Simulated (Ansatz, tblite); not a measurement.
# Cyclo-(Cl2GeS)4 (Ge₄S₄Cl₈): rung by rung

An exercise on one series of results from a longer session: the logs are not shown, and one member is left open.

The runs use Ansatz 0.2.0, Gaussian basis; as each input shows.

Plan: GFN1-xTB, GFN2-xTB, PBE-D4/def2-TZVP, r2SCAN-D4/def2-TZVP, r2SCANh-D4/def2-TZVP, LC-ωPBE/def2-TZVP, HSE06-D4/def2-TZVP, PBE-D4/def2-SVP, PBE0-D4/def2-SVP, HF/STO-3G, HF/6-31G, B3LYP-D4/6-31G, MP2/def2-SVP, RPA/def2-SVP.

### The geometry

The singlet was relaxed beforehand with PBE-D4/def2-SVP.

16 atoms, charge 0, spin multiplicity 1.

Bond lengths: Ge1–Cl2 2.157 Å, Ge1–Cl3 2.160 Å, Ge1–S4 2.240 Å, Ge1–S16 2.239 Å, S4–Ge5 2.240 Å, Ge5–Cl6 2.157 Å, Ge5–Cl7 2.160 Å, Ge5–S8 2.239 Å, S8–Ge9 2.238 Å, Ge9–Cl10 2.156 Å, Ge9–Cl11 2.158 Å, Ge9–S12 2.238 Å, S12–Ge13 2.238 Å, Ge13–Cl14 2.156 Å, Ge13–Cl15 2.158 Å, Ge13–S16 2.238 Å. Angles: Cl2–Ge1–Cl3 108.7°, Cl2–Ge1–S4 102.4°, Cl2–Ge1–S16 107.2°, Cl3–Ge1–S4 112.0°, Cl3–Ge1–S16 113.1°, S4–Ge1–S16 112.6°, Ge1–S4–Ge5 103.0°, S4–Ge5–Cl6 102.4°, S4–Ge5–Cl7 112.1°, S4–Ge5–S8 112.5°, Cl6–Ge5–Cl7 108.7°, Cl6–Ge5–S8 107.3°, Cl7–Ge5–S8 113.1°, Ge5–S8–Ge9 104.6°, S8–Ge9–Cl10 113.1°, S8–Ge9–Cl11 101.3°, S8–Ge9–S12 117.4°, Cl10–Ge9–Cl11 108.7° and more.

Geometry (Å):

```xyz
16
charge 0, multiplicity 1
Ge    2.0897   -0.9168   -1.0954
Cl    4.0229   -1.1947   -2.0113
Cl    0.5809   -1.7613   -2.3891
S     2.2921   -2.0647    0.8171
Ge    0.3034   -1.7585    1.8007
Cl    0.5283   -2.8464    3.6499
Cl   -1.3083   -2.6430    0.6677
S    -0.0696    0.3848    2.3306
Ge   -1.9232    0.9302    1.2014
Cl   -3.6697   -0.1391    1.8754
Cl   -2.1423    3.0119    1.7255
S    -1.9188    0.5884   -1.0101
Ge   -0.1438    1.7639   -1.6987
Cl   -0.1515    1.4926   -3.8374
Cl   -0.3168    3.8717   -1.2717
S     1.8269    1.2809   -0.7547
```

PBE0-D4/def2-TZVP was run before; its log isn't repeated, and its numbers join the tables.

The first run:

Tight binding, by tblite at 300 K electronic temperature and without a spin-polarisation term:

```python
tblite.interface.Calculator('GFN1-xTB', numbers, positions, charge=0, uhf=0).singlepoint()
```

Tight binding, by tblite at 300 K electronic temperature and without a spin-polarisation term:

```python
tblite.interface.Calculator('GFN2-xTB', numbers, positions, charge=0, uhf=0).singlepoint()
```

start.molden holds the orbitals of an earlier run on this state, given as this run's starting guess.

The input, in.yaml:

```yaml
crystal:
  periodic: [false, false, false]
  atoms:
    - {symbol: Ge, position_ang: [2.089705, -0.916751, -1.095362]}
    - {symbol: Cl, position_ang: [4.022859, -1.194712, -2.011260]}
    - {symbol: Cl, position_ang: [0.580945, -1.761336, -2.389123]}
    - {symbol: S, position_ang: [2.292062, -2.064673, 0.817121]}
    - {symbol: Ge, position_ang: [0.303356, -1.758499, 1.800748]}
    - {symbol: Cl, position_ang: [0.528342, -2.846384, 3.649899]}
    - {symbol: Cl, position_ang: [-1.308349, -2.643020, 0.667671]}
    - {symbol: S, position_ang: [-0.069613, 0.384815, 2.330580]}
    - {symbol: Ge, position_ang: [-1.923224, 0.930215, 1.201393]}
    - {symbol: Cl, position_ang: [-3.669743, -0.139070, 1.875403]}
    - {symbol: Cl, position_ang: [-2.142296, 3.011910, 1.725521]}
    - {symbol: S, position_ang: [-1.918798, 0.588360, -1.010055]}
    - {symbol: Ge, position_ang: [-0.143783, 1.763891, -1.698703]}
    - {symbol: Cl, position_ang: [-0.151508, 1.492614, -3.837425]}
    - {symbol: Cl, position_ang: [-0.316843, 3.871738, -1.271687]}
    - {symbol: S, position_ang: [1.826877, 1.280912, -0.754710]}
basis:
  gaussian: {orbitals: def2-TZVP, fitting: {mean_field: def2-universal-jkfit}, initial_orbitals: start.molden}
hamiltonian: {xc: pbe, dispersion: d4}
scf: {omitted_lower_state_checks: [starts]}
output: {orbitals: {seedname: orbitals}}
```

Launch:

```console
> ansatz run in.yaml --threads 2 --pin off --events-out ev --progress --plain --max-ram 32768MiB --backend cuda --devices 0, --max-vram 18GiB
```

Steps of the session up to this table: PBE-D4/def2-TZVP; r2SCAN-D4/def2-TZVP; r2SCANh-D4/def2-TZVP; LC-ωPBE/def2-TZVP; HSE06-D4/def2-TZVP; PBE-D4/def2-SVP; PBE0-D4/def2-SVP; HF/STO-3G; HF/6-31G; B3LYP-D4/6-31G; MP2/def2-SVP; RPA/def2-SVP.

One table of the session follows, with a row left open; its other results are not shown here.

It belongs to the step «Binding energy». 

| level | binding an atom (eV) |
| --- | --- |
| HF/STO-3G | ? |
| HF/6-31G | 1.394 |
| HF/def2-SVP | 2.036 |
| PBE-D4/def2-SVP | 3.333 |
| PBE-D4/def2-TZVP | 3.334 |
| r2SCAN-D4/def2-TZVP | 3.275 |
| r2SCANh-D4/def2-TZVP | 3.238 |
| B3LYP-D4/6-31G | 2.642 |
| PBE0-D4/def2-SVP | 3.232 |
| PBE0-D4/def2-TZVP | 3.256 |
| HSE06-D4/def2-TZVP | 3.259 |
| LC-ωPBE/def2-TZVP | 3.073 |
| RPA/def2-SVP | 2.531 |
| MP2/def2-SVP | 2.992 |

Estimate the missing values for HF/STO-3G.

The run gave: binding an atom (eV): 2.946. In the column «binding an atom (eV)» it lies between B3LYP-D4/6-31G (2.642) and MP2/def2-SVP (2.992).

Caveats from the session: Free atoms were run apart at each level; binding is atoms less cluster, divided by the number of atoms, without zero-point or spin-orbit terms.
